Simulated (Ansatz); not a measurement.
# C₂H₄BClO₂: a ladder of functionals and wavefunction methods

An exercise on one series of results from a longer session: the logs are not shown, and one member is left open.

Computed with Ansatz 0.2.0, Gaussian basis. Level: functionals in def2-TZVPP, the program's frozen cores in correlated methods.

Plan: LDA (SPW92), PBE-D4, revPBE-D4, BLYP-D4, r2SCAN-D4, B97M-V, PBE0-D4, B3LYP-D4, r2SCANh-D4, r2SCAN0-D4, HSE06-D4, BHLYP-D4, CAM-B3LYP-D4, LC-ωPBE, ωB97X-V, ωB97M-V, B2PLYP, PBE-QIDH; CCSD(T)/def2-SVP; CCSD(T)/def2-TZVPP; MP2/def2-QZVPP; extrapolation to the limit; RPA on PBE.

### Structure used throughout

An earlier PBE0-D4 in a triple-zeta def2 set relaxation fixed the geometry.

SMILES `O/C=C/B(O)Cl`, 10 atoms, charge 0, spin multiplicity 1.

Atoms are counted from 1 here; the program's logs count them from 0.

Bond lengths: O1–C2 1.337 Å, O1–H7 0.964 Å, C2–C3 1.340 Å, C2–H8 1.085 Å, C3–B4 1.524 Å, C3–H9 1.088 Å, B4–O5 1.356 Å, B4–Cl6 1.785 Å, O5–H10 0.960 Å. Angles: C2–O1–H7 109.4°, O1–C2–C3 127.0°, O1–C2–H8 111.1°, C3–C2–H8 121.9°, C2–C3–B4 120.5°, C2–C3–H9 119.1°, B4–C3–H9 120.4°, C3–B4–O5 121.7°, C3–B4–Cl6 119.8°, O5–B4–Cl6 118.5°, B4–O5–H10 113.2°.

The first run:

The input, in.yaml:

```yaml
crystal:
  periodic: [false, false, false]
  atoms:
    - {symbol: O, position_ang: [-1.899190, -1.224517, 1.068654]}
    - {symbol: C, position_ang: [-0.912627, -0.386582, 0.734699]}
    - {symbol: C, position_ang: [-0.113477, -0.468061, -0.338049]}
    - {symbol: B, position_ang: [0.971253, 0.575553, -0.575819]}
    - {symbol: O, position_ang: [1.162523, 1.610418, 0.278909]}
    - {symbol: Cl, position_ang: [2.026423, 0.448646, -2.010557]}
    - {symbol: H, position_ang: [-1.962641, -1.924473, 0.408195]}
    - {symbol: H, position_ang: [-0.817310, 0.413748, 1.461675]}
    - {symbol: H, position_ang: [-0.249274, -1.289776, -1.037467]}
    - {symbol: H, position_ang: [1.877319, 2.193943, 0.012661]}
basis:
  gaussian: {orbitals: def2-TZVPP}
hamiltonian: {xc: lda}
output: {orbitals: {seedname: orbitals}}
```

Among the steps run: LDA; PBE-D4 (GGA); revPBE-D4 (GGA); BLYP-D4 (GGA); r2SCAN-D4 (meta-GGA); B97M-V (meta-GGA); PBE0-D4 (hybrid); B3LYP-D4 (hybrid); r2SCANh-D4 (hybrid); r2SCAN0-D4 (hybrid); HSE06-D4 (hybrid); BHLYP-D4 (hybrid); CAM-B3LYP-D4 (range-separated); LC-ωPBE (range-separated); ωB97X-V (range-separated); ωB97M-V (range-separated); B2PLYP (double hybrid); PBE-QIDH (double hybrid).

One table of the session follows, with a row left open; its other results are not shown here.

It belongs to the step «Orbital energies across the functionals». 

| functional | HOMO (eV) | gap (eV) |
| --- | --- | --- |
| LDA (SPW92) | -6.31 | 4.30 |
| PBE-D4 | -6.11 | 4.36 |
| revPBE-D4 | -6.03 | 4.39 |
| BLYP-D4 | -5.95 | 4.35 |
| r2SCAN-D4 | -6.35 | 4.81 |
| B97M-V | -6.37 | 4.92 |
| PBE0-D4 | -7.29 | 6.46 |
| B3LYP-D4 | -7.06 | 6.03 |
| r2SCANh-D4 | -6.80 | 5.59 |
| r2SCAN0-D4 | -7.46 | 6.76 |
| HSE06-D4 | -6.90 | 5.68 |
| BHLYP-D4 | -8.33 | 8.58 |
| CAM-B3LYP-D4 | -8.59 | 8.88 |
| LC-ωPBE | -9.93 | 11.34 |
| ωB97X-V | -9.56 | 10.94 |
| ωB97M-V | ? | ? |

Estimate the missing values for ωB97M-V.

**Answer.** HOMO (eV): -9.47; gap (eV): 10.75. In the column «HOMO (eV)» it lies between ωB97X-V (-9.56) and CAM-B3LYP-D4 (-8.59).
